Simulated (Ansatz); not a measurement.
# TiTe: the cost of one run

Computed with Ansatz 0.2.0 (DFT LDA+U (U_eff = 1 eV on Ti d), plane waves, PAW, unless a step's input says otherwise).

2 further runs of the same task are left out: 2 that didn't finish. Runs told in other sessions of the task aren't counted.

### 1 The starting structure

It takes space group Fm-3m (No. 225, cubic). Conventional cell: a = 6.100 Å, b = 6.100 Å, c = 6.100 Å, α = 90.00°, β = 90.00°, γ = 90.00°. Ti (site symmetry m-3m) has 6 Te at 3.05 Å in its first shell of neighbours. Te (site symmetry m-3m) has 6 Ti at 3.05 Å in its first shell of neighbours.

Coordinates:

```
CELL_PARAMETERS angstrom
0.00000 3.05007 3.05007
3.05007 0.00000 3.05007
3.05007 3.05007 0.00000
ATOMIC_POSITIONS crystal
Ti 0.50000 0.50000 0.50000
Te 0.00000 0.00000 0.00000
```

An earlier series on this cell reached its lowest free state from «ferromagnetic start, free, natural orbitals of the symmetric run filled by rank», perhaps among other starts.

### 2 Ferromagnetic start, free, default search

File input.yaml:

```yaml
crystal:
  lattice:
    - [0.0, 3.05006681, 3.05006681]
    - [3.05006681, 0.0, 3.05006681]
    - [3.05006681, 3.05006681, 0.0]
  atoms:
    - { symbol: Ti, position: [0.5, 0.5, 0.5], spin: 2.0 }
    - { symbol: Te, position: [0.0, 0.0, 0.0] }
basis:
  ecutwfc: 420
  ecutrho_ratio: 4
kpoints:
  mp_grid: { grid: [5, 5, 5] }
hamiltonian:
  xc: lda
  hubbard: { sites: [{ site: 0, l: d, u_eff: 1.0 }] }
scf:
  occupations: { method: gaussian, width: 0.05 }
output:
  forces: true
  stress: true
  eigenvalues: true
  populations: true
  hubbard: { sites: [{ site: 0, l: d }] }
magnetization:
  spin_polarized: true
```

Launch:

```sh
$ ansatz run input.yaml --threads 2 --pin off --max-ram 3072MiB --backend cpu --events-out ev --progress --plain --runs-dir out
```

What time and memory should one allow on 2 threads of Arm Neoverse N1, shared host?

About 26 s, with a peak of 0.52 GiB.
